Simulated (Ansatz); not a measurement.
# TiB: the cost of one run

Program: Ansatz 0.2.0. Level of theory: DFT LDA, scalar-relativistic. These are calculated values, not measurements.

### Step 1. Starting point

The structure is cubic, space group F-43m (No. 216). The conventional cell has a = 4.202 Å, b = 4.202 Å, c = 4.202 Å, α = 90.00°, β = 90.00°, γ = 90.00°. Ti (site symmetry -43m) has 4 B at 1.82 Å as nearest neighbours. B (site symmetry -43m) is surrounded by 4 Ti at 1.82 Å.

As a file:

```cif
data_structure
_symmetry_space_group_name_H-M 'P 1'
_symmetry_Int_Tables_number 1
_cell_length_a 2.9713
_cell_length_b 2.9713
_cell_length_c 2.9713
_cell_angle_alpha 60.000
_cell_angle_beta 60.000
_cell_angle_gamma 60.000
_cell_volume 18.55
loop_
_atom_site_label
_atom_site_type_symbol
_atom_site_fract_x
_atom_site_fract_y
_atom_site_fract_z
_atom_site_occupancy
Ti1 Ti 0.75000 0.75000 0.75000 1
B1 B 0.00000 0.00000 0.00000 1
```

Atoms are numbered in the order of the input: Ti1, B2.

### Step 2. After the deformation

Space group F-43m before, I-4m2 after.

### Step 3. All-electron LAPW

input.yaml

```yaml
crystal:
  lattice:
    - [0.0, 2.14302, 2.101]
    - [2.14302, 0.0, 2.101]
    - [2.14302, 2.14302, 0.0]
  atoms:
    - { symbol: Ti, position: [0.75, 0.75, 0.75] }
    - { symbol: B, position: [0.0, 0.0, 0.0] }
kpoints:
  mp_grid: { grid: [13, 13, 13] }
  band_path:
    path:
      - [0.0, 0.0, 0.0]
      - [0.0, 0.5, 0.5]
      - [0.25, 0.75, 0.5]
      - [0.0, 0.5, 0.0]
      - [0.0, 0.0, 0.0]
      - [0.5, 0.5, 0.0]
      - [0.38005, 0.61995, 0.0]
      - [-0.38005, 0.38005, 0.0]
      - [0.0, 0.0, 0.0]
    npoints: 5
scf:
  occupations: { method: fermi_dirac, width: 0.05 }
hamiltonian:
  xc: lda
  pseudopotentials: { kind: all_electron, lapw: { basis_error: 0.00025 } }
output:
  forces: true
  stress: true
  eigenvalues: true
```

Launch:

```sh
ansatz run input.yaml --threads 1 --pin off --max-ram 3072MiB --backend cpu --events-out ev --progress --plain --runs-dir out
```

**Question.** How long does this run take on 1 thread of Intel Xeon Platinum 8375C at 2.90GHz (Ice Lake), shared host, and how much memory does it need?

About 44 s, with a peak of 0.58 GiB.
